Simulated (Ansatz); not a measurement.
Crystal: Zr3Ni.

```
CELL_PARAMETERS angstrom
6.06442 0.00000 0.00000
-3.03221 5.25194 0.00000
0.00000 0.00000 4.89630
ATOMIC_POSITIONS crystal
Zr 0.17435 0.82565 0.25000
Zr 0.17435 0.34869 0.25000
Zr 0.34869 0.17435 0.75000
Zr 0.82565 0.17435 0.75000
Zr 0.82565 0.65131 0.75000
Zr 0.65131 0.82565 0.25000
Ni 0.66667 0.33333 0.25000
Ni 0.33333 0.66667 0.75000
```

The cell comes from a database or a generator and needn't be the stable form of this composition.

| Item | Value |
| --- | --- |
| Program | Ansatz 0.2.0 |
| Task | single point |
| Functional | PBE |
| Potentials or basis | Ansatz PAW |
| Cutoff | 420 eV (not typed: the program's choice for these potentials) |
| k mesh | 5 × 5 × 6 |
| Occupations | fermi-dirac, width 0.05 eV |
| Spin | collinear spin, ferromagnetic start |
| Starting moments | [0.0, 0.0, 0.0, 0.0, 0.0, 0.0, 1.0, 1.0] μB |

On this cell: pressure 0.4 GPa; largest force 0.060 eV/Å; net moment 0.00 μB per cell; band gap on the k mesh none (metal or under the smearing width).

The same run follows on a disturbed copy (atoms moved at random, drawn with an rms of 0.05 Å):

```
Zr Ni
1.0
     6.06442    0.00000    0.00000
    -3.03221    5.25194    0.00000
     0.00000    0.00000    4.89630
Zr Ni
6 2
Direct
  0.17130 0.82883 0.25967
  0.17055 0.34916 0.25355
  0.34495 0.17483 0.75561
  0.81864 0.16957 0.74732
  0.84115 0.66197 0.75168
  0.65052 0.81813 0.24577
  0.66672 0.32917 0.25226
  0.33321 0.66469 0.75435
```

Problem. What changes?

Solution. The energy (extrapolated to zero smearing) moves by +3.9 meV/atom; pressure 0.5 GPa; largest force 0.553 eV/Å; net moment 0.00 μB per cell; band gap on the k mesh none (metal or under the smearing width).

Forces on the atoms (eV/Å):
```
Zr   0.358 -0.008 -0.164
Zr  -0.133  0.067 -0.043
Zr   0.279  0.468  0.047
Zr  -0.211  0.090  0.042
Zr  -0.081 -0.546  0.044
Zr  -0.199 -0.087  0.094
Ni  -0.025  0.017  0.005
Ni   0.012 -0.002 -0.025
```

Stress tensor (GPa, compression positive):
```
 0.21  0.06 -0.38
 0.06  0.00 -0.01
-0.38 -0.01  1.28
```

Caveats: the starting moments weren't kept.
